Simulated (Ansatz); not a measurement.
# AlAsClH3 (SMILES [Cl][AlH][AsH2]): single points off equilibrium

An exercise on one series of results from a longer session: the logs are not shown, and one member is left open.

Method: single points in def2-TZVPP; program: Ansatz 0.2.0, Gaussian basis.

Correlated methods freeze the cores. Filled d shells of the heavier atoms are correlated.

## Starting geometry

SMILES `[Cl][AlH][AsH2]`, 6 atoms, charge 0, spin multiplicity 1.

Atoms are counted from 1 here; the program's logs count them from 0.

Bond lengths: Cl1–Al2 2.042 Å, Al2–As3 2.512 Å, Al2–H4 1.424 Å, As3–H5 1.544 Å, As3–H6 1.649 Å. Angles: Cl1–Al2–As3 122.0°, Cl1–Al2–H4 119.6°, As3–Al2–H4 118.3°, Al2–As3–H5 79.8°, Al2–As3–H6 84.9°, H5–As3–H6 84.5°.

Geometry (Å):

| atom | x (Å) | y (Å) | z (Å) |
| --- | --- | --- | --- |
| Cl1 | -2.13570 | -1.08000 | 0.77090 |
| Al2 | -0.33870 | -0.88590 | -0.18030 |
| As3 | 1.38330 | 0.78920 | 0.55400 |
| H4 | -0.00910 | -1.76790 | -1.24820 |
| H5 | 0.94340 | 1.41930 | -0.78530 |
| H6 | 0.10020 | 1.61480 | 1.18020 |

Set-up of the first run:

Input file run/in.yaml:

```yaml
crystal:
  periodic: [false, false, false]
  atoms:
    - {symbol: Cl, position_ang: [-2.135700, -1.080000, 0.770900]}
    - {symbol: Al, position_ang: [-0.338700, -0.885900, -0.180300]}
    - {symbol: As, position_ang: [1.383300, 0.789200, 0.554000]}
    - {symbol: H, position_ang: [-0.009100, -1.767900, -1.248200]}
    - {symbol: H, position_ang: [0.943400, 1.419300, -0.785300]}
    - {symbol: H, position_ang: [0.100200, 1.614800, 1.180200]}
basis:
  gaussian: {orbitals: def2-TZVPP}
correlation: {method: ccsd_t}
output: {forces: true}
```

The command line of these runs was not kept.

Steps of the session up to this table: CCSD(T)/def2-TZVPP; PBE0-D4/def2-TZVPP; wB97M-V/def2-TZVPP; r2SCAN-D4/def2-TZVPP; PBE-D4/def2-TZVPP; B97M-V/def2-TZVPP; LC-wPBE/def2-TZVPP.

One table of the session follows, with a row left open; its other results are not shown here.

| method | RMS force component (eV/Å) | angle to CCSD(T) forces (°) | dipole (D) |
| --- | --- | --- | --- |
| CCSD(T) | 1.225 | reference | 0.81 |
| PBE0-D4 | 1.220 | 2.5 | 0.85 |
| wB97M-V | ? | ? | ? |
| r2SCAN-D4 | 1.211 | 2.0 | 0.79 |
| PBE-D4 | 1.184 | 7.4 | 0.79 |
| B97M-V | 1.170 | 3.0 | 0.79 |
| LC-wPBE | 1.296 | 6.2 | 0.88 |

Q: Estimate the row for wB97M-V from the others.

As computed: RMS force component (eV/Å): 1.212; angle to CCSD(T) forces (°): 2.3; dipole (D): 0.87. In the column «RMS force component (eV/Å)» it lies between r2SCAN-D4 (1.211) and PBE0-D4 (1.220).
